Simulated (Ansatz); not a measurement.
## CH4BBr, SMILES CBBr: a relaxed scan of one distance, step by step

With Ansatz's Python interface.

Input file `ch4bbr.xyz`:
```text
7

C    -0.60110    0.34370   -0.04230
B     0.74050   -0.36590   -0.14240
Br    1.32120   -1.51960    1.35680
H    -1.39080   -0.34460    0.05490
H    -0.81240    0.97090   -0.99720
H    -0.64830    1.08630    0.81970
H     1.45210   -0.23880   -1.09520
```

At the Python prompt:
```pycon
>>> import ansatz as az
>>> import numpy as np
>>> geometry = az.Crystal.molecule_from_extxyz("ch4bbr.xyz")
>>> calculation = geometry.calculation().basis(gaussian="def2-SVP").functional("PBE0")
>>> symbols = [site.symbol for site in geometry.cartesian_sites]
>>> pairs = [(0, 1), (0, 3), (0, 4), (0, 5), (1, 2), (1, 6)]
>>> print("held (A)   E (eV)        ", "  ".join(f"{symbols[i]}{i}-{symbols[j]}{j}" for i, j in pairs))
held (A)   E (eV)         C0-B1  C0-H3  C0-H4  C0-H5  B1-Br2  B1-H6
>>> for length in [1.4, 1.52, 1.64, 1.83, 2.05]:
...     rep = calculation.relax(constraints=[az.DistanceConstraint((0, 1), at=length)], force_tolerance=0.02, max_steps=60).run(threads=1, pin="off").report
...     xyz = np.array(rep["positions_ang"])
...     print(f"{length:6.2f} {rep['free_energy_ev']:14.5f}  ", "  ".join(f"{np.linalg.norm(xyz[i] - xyz[j]):.3f}" for i, j in pairs))
...
DeckWarning: relax.constraints: the input's atoms, or those drawn, lie off the distances that are held; a relaxation that starts there is brought onto them ahead of its first SCF, by positions alone, [...]
  1.40   -71805.16224   1.400  1.098  1.104  1.111  1.926  1.208
  1.52   -71805.53532   1.520  1.098  1.105  1.106  1.914  1.207
  1.64   -71805.46563   1.640  1.098  1.104  1.104  1.904  1.206
  1.83   -71804.91291   1.830  1.098  1.099  1.102  1.893  1.204
  2.05   -71804.04286   2.050  1.098  1.096  1.098  1.883  1.203
```

Reading the output:
- Total energies depend on the basis set; only differences at equal settings carry meaning.
- Warnings are shown shortened and without file and line.
- The energies are electronic: no zero-point or thermal terms, and the basis set is short of its limit.
- Hardware and time: 3.9 min on 1 thread of Arm Neoverse V1, on a shared host, peak memory 0.23 GiB.
